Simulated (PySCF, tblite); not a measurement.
# C6H6BBrO2: geometry, infrared bands and NMR shifts

What infrared bands and NMR shifts should C6H6BBrO2 (`OB(O)C1=C[C@@H]2C(Br)=C[C@H]12`) show?

Computed with tblite 0.8.0 and PySCF 2.14.0, with density-fitted response routines of our own, on a single molecule in the gas phase. Atoms are numbered from 0 throughout.

## (1) The molecule as given

16 atoms, charge 0, multiplicity 1; geometry from: force field or distance geometry start.

Bonds of the start (Å): O0–B1 1.46, B1–O2 1.46, B1–C3 1.57, C3–C4 1.39, C4–C5 1.50, C5–C6 1.50, C6–Br7 1.91, C6–C8 1.38, C8–C9 1.50, C9–C3 1.49, C9–C5 1.36, O0–H10 1.00, O2–H11 1.00, C4–H12 1.08, C5–H13 1.12, C8–H14 1.09, C9–H15 1.11.

## (2) Relaxing the molecule with GFN2-xTB

Job settings and geometry (Å):

```
{"job": {"kind": "relax", "xc": "GFN2-xTB", "basis": "xTB"}, "charge": 0, "multiplicity": 1}
O     -2.343700     1.177900     1.299300
B     -1.971900    -0.014200     0.552000
O     -2.898700    -1.131400     0.432300
C     -0.541000    -0.115500    -0.076200
C      0.150000    -1.086600    -0.785600
C      1.338700    -0.175900    -0.837500
C      2.321300    -0.338400     0.287800
Br     3.854900    -1.434700     0.614300
C      1.635300     0.618500     1.016200
C      0.662700     0.765600    -0.121700
H     -2.756400     1.775200     0.616800
H     -3.410800    -0.937900    -0.402900
H     -0.076600    -2.079800    -1.149400
H      1.733900     0.146500    -1.830400
H      1.729500     1.075500     2.000700
H      0.565300     1.764200    -0.600400
```

Started as:

```console
$ OMP_NUM_THREADS=1 python probes_run.py task.json out
```

This one command runs all jobs of the session in turn.

Standard output:

```text
step      E/eV     max force
  0    -795.85910    8.529
  1    -796.75912    2.369
  2    -796.93389    0.971
  3    -797.01792    0.777
  4    -797.06629    0.679
  5    -797.14102    0.805
  6    -797.21266    0.753
  7    -797.26883    0.721
  8    -797.32090    0.608
  9    -797.36971    0.607
 10    -797.42154    0.731
 11    -797.49313    0.896
 12    -797.57948    1.110
 13    -797.70324    1.189
 14    -797.72474    2.533
 15    -797.82535    1.520
 16    -797.92298    0.767
 17    -797.96703    0.519
 18    -798.01604    0.506
 19    -798.04013    0.436
 20    -798.06071    0.412
 21    -798.07449    0.348
 22    -798.09787    0.473
 23    -798.10655    0.636
 24    -798.13100    0.305
 25    -798.13874    0.170
 26    -798.14461    0.150
 27    -798.14667    0.130
 28    -798.15027    0.119
 29    -798.15235    0.101
 30    -798.15420    0.093
 31    -798.15538    0.114
 32    -798.15647    0.082
 33    -798.15756    0.098
 34    -798.15913    0.113
 35    -798.16114    0.148
 36    -798.16297    0.138
 37    -798.16422    0.113
 38    -798.16536    0.091
 39    -798.16687    0.099
 40    -798.16884    0.129
 41    -798.17070    0.106
 42    -798.17207    0.128
 43    -798.17322    0.111
 44    -798.17440    0.077
 45    -798.17566    0.080
 46    -798.17698    0.107
 47    -798.17828    0.122
 48    -798.17951    0.100
 49    -798.18057    0.068
 50    -798.18135    0.064
 51    -798.18186    0.066
 52    -798.18231    0.059
 53    -798.18286    0.068
 54    -798.18355    0.071
 55    -798.18425    0.072
 56    -798.18483    0.057
 57    -798.18533    0.072
 58    -798.18583    0.073
 59    -798.18634    0.060
 60    -798.18675    0.050
 61    -798.18703    0.042
 62    -798.18725    0.042
 63    -798.18744    0.028
 64    -798.18755    0.013
 65    -798.18757    0.009
```

It took 0.58 s on 1 thread of Arm Neoverse V1, shared host.

Relaxation path: (not every step is listed)

| step | energy from step 0 (eV) | largest force (eV/Å) |
| --- | --- | --- |
| 0 | 0.0000 | 8.5289 |
| 1 | -0.9000 | 2.3693 |
| 2 | -1.0748 | 0.9705 |
| 3 | -1.1588 | 0.7771 |
| 4 | -1.2072 | 0.6785 |
| 5 | -1.2819 | 0.8046 |
| 6 | -1.3536 | 0.7531 |
| 7 | -1.4097 | 0.7209 |
| 8 | -1.4618 | 0.6077 |
| 13 | -1.8441 | 1.1895 |
| 18 | -2.1569 | 0.5061 |
| 23 | -2.2474 | 0.6358 |
| 28 | -2.2912 | 0.1187 |
| 33 | -2.2985 | 0.0976 |
| 38 | -2.3063 | 0.0907 |
| 43 | -2.3141 | 0.1108 |
| 48 | -2.3204 | 0.0997 |
| 53 | -2.3238 | 0.0682 |
| 58 | -2.3267 | 0.0735 |
| 60 | -2.3276 | 0.0496 |
| 61 | -2.3279 | 0.0422 |
| 62 | -2.3281 | 0.0425 |
| 63 | -2.3283 | 0.0279 |
| 64 | -2.3284 | 0.0130 |
| 65 | -2.3285 | 0.0091 |

Close pairs (by a distance rule), those that changed most:

| bond | before (Å) | after (Å) | change (Å) |
| --- | --- | --- | --- |
| C5–C9 | 1.362 | 1.557 | +0.194 |
| B1–O2 | 1.457 | 1.355 | -0.101 |
| O0–B1 | 1.455 | 1.356 | -0.099 |
| C6–C8 | 1.384 | 1.331 | -0.053 |
| C3–C4 | 1.387 | 1.340 | -0.047 |
| O2–H11 | 0.999 | 0.958 | -0.041 |
| O0–H10 | 0.996 | 0.958 | -0.039 |
| C3–C9 | 1.492 | 1.530 | +0.038 |

The end geometry stands in the next job.

## (3) Infrared spectrum with GFN2-xTB

Job settings and geometry (Å):

```
{"job": {"kind": "ir", "xc": "GFN2-xTB", "basis": "xTB"}, "charge": 0, "multiplicity": 1}
O     -2.280251     1.253233     0.856568
B     -1.939195     0.085514     0.257687
O     -2.786903    -0.957354     0.084720
C     -0.480140    -0.065793    -0.270361
C      0.220936    -1.018727    -0.899342
C      1.514051    -0.242940    -0.925851
C      2.294165    -0.328413     0.360769
Br     3.671791    -1.506082     0.853950
C      1.618881     0.629833     0.991897
C      0.720947     0.879455    -0.195066
H     -3.178034     1.335920     1.180094
H     -3.680635    -0.858778     0.415642
H     -0.004095    -2.009689    -1.243802
H      2.049162    -0.122307    -1.860460
H      1.637587     1.046293     1.979159
H      0.614136     1.888780    -0.570345
```

Standard output:

```text
mode    cm-1     km/mol
  1      31.1      0.01
  2      54.7      1.40
  3      97.4      3.02
  4     148.5      4.37
  5     228.6      6.54
  6     289.8     14.75
  7     342.6      1.05
  8     369.1     10.74
  9     403.2      2.62
 10     443.1      3.60
 11     521.2      2.16
 12     530.8     19.57
 13     589.4    283.71
 14     592.1     59.05
 15     622.2     55.21
 16     779.7     21.90
 17     820.0     18.73
 18     843.2     24.50
 19     909.7     21.88
 20     917.0    226.54
 21     931.5     25.55
 22     937.7     62.54
 23     960.8     27.29
 24     990.1      0.63
 25    1052.6     12.45
 26    1065.0      2.84
 27    1097.5     15.22
 28    1104.0      0.63
 29    1130.2     72.42
 30    1171.8      3.64
 31    1186.2      9.02
 32    1200.6      5.40
 33    1254.8    455.89
 34    1284.3    191.53
 35    1627.9     14.75
 36    1646.5     94.34
 37    3028.9     24.95
 38    3045.0     28.48
 39    3141.4     20.82
 40    3157.1     16.94
 41    3601.2      2.77
 42    3607.0      4.39
```

Wall time 0.68 s (1 thread of Arm Neoverse V1, shared host).

Which atoms move in the most intense modes:

| cm⁻¹ | km/mol | atoms |
| --- | --- | --- |
| 589 | 283.7 | H10 36 %, H11 26 %, O0 10 % |
| 592 | 59.0 | O0 17 %, B1 17 %, H11 12 %, H10 12 % |
| 917 | 226.5 | H11 44 %, H10 33 % |
| 938 | 62.5 | C5 23 %, C9 23 % |
| 1130 | 72.4 | C9 30 %, H15 14 %, C5 14 %, C3 13 % |
| 1255 | 455.9 | B1 72 %, O0 15 %, O2 10 % |
| 1284 | 191.5 | B1 53 %, C3 18 % |
| 1646 | 94.3 | C3 53 %, C4 36 % |

## (4) Nuclear shieldings: PBE0/pcSseg-1

The job, as its differences from that of step 3:

```diff
@@ -1,2 +1,2 @@
-{"job": {"kind": "ir", "xc": "GFN2-xTB", "basis": "xTB"}, "charge": 0, "multiplicity": 1}
+{"job": {"kind": "nmr", "xc": "PBE0", "basis": "pcSseg-1"}, "charge": 0, "multiplicity": 1}
 O     -2.280251     1.253233     0.856568
```

Level: GIAO PBE0/pcSseg-1 NMR shielding, non-relativistic, gas phase.

Standard output:

```text
coarse grid: 68784 points
cycle   1  E = -2980.4583623632  dE =  7.497e-01  |g| = 1.127e+00  |ddm| = 4.010e+00
cycle   2  E = -2980.3302700739  dE =  1.281e-01  |g| = 1.282e+00  |ddm| = 1.455e+00
cycle   3  E = -2980.6056162157  dE = -2.753e-01  |g| = 2.472e-01  |ddm| = 1.026e+00
cycle   4  E = -2980.6141718004  dE = -8.556e-03  |g| = 1.444e-01  |ddm| = 3.211e-01
cycle   5  E = -2980.6192137109  dE = -5.042e-03  |g| = 2.139e-02  |ddm| = 1.395e-01
cycle   6  E = -2980.6192924408  dE = -7.873e-05  |g| = 5.727e-03  |ddm| = 1.962e-02
cycle   7  E = -2980.6192999507  dE = -7.510e-06  |g| = 1.514e-03  |ddm| = 7.300e-03
final grid: 146184 points
cycle   8  E = -2980.6193497568  dE =  4.452e-07  |g| = 2.067e-03  |ddm| = 4.209e-03
cycle   9  E = -2980.6193484528  dE =  1.304e-06  |g| = 3.101e-03  |ddm| = 4.749e-03
cycle  10  E = -2980.6193507815  dE = -2.329e-06  |g| = 2.445e-04  |ddm| = 2.838e-03
cycle  11  E = -2980.6193507960  dE = -1.447e-08  |g| = 3.312e-05  |ddm| = 2.369e-04
cycle  12  E = -2980.6193507962  dE = -2.251e-10  |g| = 9.347e-06  |ddm| = 3.605e-05
converged SCF energy = -2980.6193507962

GIAO shielding tensors (ppm)
atom      isotropic    diamagn.    paramagn.     s11        s22        s33       span
  0 O      218.990     385.634    -166.645    135.427    257.384    264.157    128.729
  1 B       78.665     194.085    -115.420     63.080     79.571     93.343     30.262
  2 O      221.176     384.285    -163.109    134.884    263.376    265.269    130.385
  3 C       24.908     251.296    -226.387    -88.979      4.642    159.062    248.041
  4 C       16.749     250.168    -233.418   -111.818      2.346    159.720    271.538
  5 C      125.455     255.012    -129.557    102.233    124.424    149.708     47.475
  6 C       31.906     256.127    -224.222    -70.871     49.416    117.172    188.043
  7 Br    2049.711    3121.399   -1071.688   1472.556   1856.999   2819.578   1347.022
  8 C       32.423     248.705    -216.282    -75.314     32.543    140.040    215.354
  9 C      135.540     243.956    -108.415    106.835    144.935    154.852     48.017
 10 H       28.362      29.638      -1.276     22.783     23.976     38.328     15.545
 11 H       28.419      29.325      -0.905     22.792     23.880     38.586     15.794
 12 H       23.880      32.137      -8.257     20.380     25.032     26.228      5.849
 13 H       27.726      31.673      -3.947     25.223     27.251     30.704      5.481
 14 H       24.888      31.100      -6.212     22.198     24.639     27.826      5.628
 15 H       27.576      29.541      -1.965     24.796     27.223     30.709      5.913
```

It took 56 s on 1 thread of Arm Neoverse V1, shared host; peak memory 1.1 GiB.

The references, computed at this level on geometries of the same kind, shield at (ppm): ¹H TMS 31.72, ¹³C TMS 186.9, ¹⁷O H2O 336.1, ¹¹B BF3·OEt2 100.1, ⁷⁹Br HBr 2622. Their shielding less the atom's gives the shift. The references are single molecules in the gas phase, so shifts against H2O, NH3, PH3, H3PO4 or CFCl3 are not on the usual liquid scales and can be off by tens of ppm. Atoms listed in one row are averaged.

| atoms | environment | σ (ppm) | δ (ppm) | δ scaled to CDCl3 |
| --- | --- | --- | --- | --- |
| C4 | alkene CH | 16.7 | 170.2 | 164.2 |
| C3 | fully substituted alkene carbon | 24.9 | 162.0 | 156.2 |
| C6 | fully substituted alkene carbon | 31.9 | 155.0 | 134.5 |
| C8 | alkene CH | 32.4 | 154.5 | 148.9 |
| C5 | allylic sp3 CH | 125.5 | 61.5 | 58.1 |
| C9 | allylic sp3 CH | 135.5 | 51.4 | 48.2 |
| H12 | hydrogen on an alkene CH | 23.88 | 7.84 | 7.49 |
| H14 | hydrogen on an alkene CH | 24.89 | 6.83 | 6.54 |
| H15 | hydrogen on an allylic sp3 CH | 27.58 | 4.14 | 4.01 |
| H13 | hydrogen on an allylic sp3 CH | 27.73 | 3.99 | 3.87 |
| H10, H11 | hydrogen on an oxygen bonded to B | 28.39 | 3.33 | – |
| O0, O2 | oxygen bonded to B, H | 220.1 | 116.0 | – |
| B1 | boron bonded to C, 2 O | 78.7 | 21.4 | – |
| Br7 | bromine bonded to C | 2050 | 572 | – |

The scaled column applies a straight-line fit of computed shieldings to shifts measured in CDCl3, with any fitted terms for Cl, Br or S neighbours (root-mean-square error 0.16 ppm for H, 1.9 ppm for C).

Charges from the same density, by scheme (e):

| atoms | Mulliken | IAO | Hirshfeld | ESP fit |
| --- | --- | --- | --- | --- |
| O0, O2 | -0.41 | -0.54 | -0.26 | -0.67 |
| B1 | 0.54 | 0.48 | 0.23 | 0.62 |
| C3 | -0.15 | -0.15 | -0.08 | -0.07 |
| C4 | -0.03 | -0.12 | -0.03 | -0.23 |
| C5 | -0.12 | -0.12 | -0.04 | 0.12 |
| C6 | -0.02 | -0.09 | -0.02 | -0.22 |
| Br7 | -0.13 | 0.01 | -0.04 | -0.03 |
| C8 | 0.03 | -0.17 | -0.06 | -0.02 |
| C9 | -0.16 | -0.10 | -0.03 | -0.18 |

Mayer bond orders: O0–B1 1.25, B1–O2 1.25, B1–C3 0.90, C3–C4 1.76, C4–C5 1.00, C5–C6 0.97, C6–Br7 1.00, C6–C8 1.70, C8–C9 0.99, C9–C3 0.97, C9–C5 0.95.

Ring of atoms C3, C4, C5, C9: NICS(0) 0.2, NICS(1) -2.3, NICS(1)zz -1.5 ppm (means of both faces).

Ring of atoms C5, C6, C8, C9: NICS(0) -4.1, NICS(1) -2.4, NICS(1)zz -2.4 ppm (means of both faces).

## (5) Summary of results

```
                                                               quantity                                       value
                              strongest single infrared mode (GFN2-xTB)                       1255 cm⁻¹, 456 km/mol
                                           zero-point energy (GFN2-xTB)                               68.3 kcal/mol
                                 ¹³C shifts against TMS (PBE0/pcSseg-1)  170.2, 162.0, 155.0, 154.5, 61.5, 51.4 ppm
 ¹H shifts against TMS (PBE0/pcSseg-1, means over atoms taken as alike)            7.84, 6.83, 4.14, 3.99, 3.33 ppm
¹⁷O shifts against H2O (PBE0/pcSseg-1, means over atoms taken as alike)                                   116.0 ppm
                            ¹¹B shifts against BF3·OEt2 (PBE0/pcSseg-1)                                    21.4 ppm
                                ⁷⁹Br shifts against HBr (PBE0/pcSseg-1)                                     572 ppm
```

What this shows: The optimisation took 65 steps and gained 2.328 eV; among the close pairs (by a distance rule), C5–C9 changed most, from 1.362 to 1.557 Å. All 42 modes are real, so the xTB geometry is a minimum. The strongest single mode, at 1255 cm⁻¹, moves mainly B1. GFN2-xTB is a fitted tight-binding method: band positions and strengths are rough. Its intensities can rank the bands wrongly. C6 stands next to heavy halogen, whose spin-orbit shielding this run leaves out, so the computed shift lies too far downfield, most of all for carbon beside Br or I. At PBE0/pcSseg-1: Shielding is most anisotropic at Br7 (span 1347 ppm, paramagnetic term -1072 ppm). Spin-orbit coupling is left out, which matters for shieldings and couplings at and beside the heavy atoms.
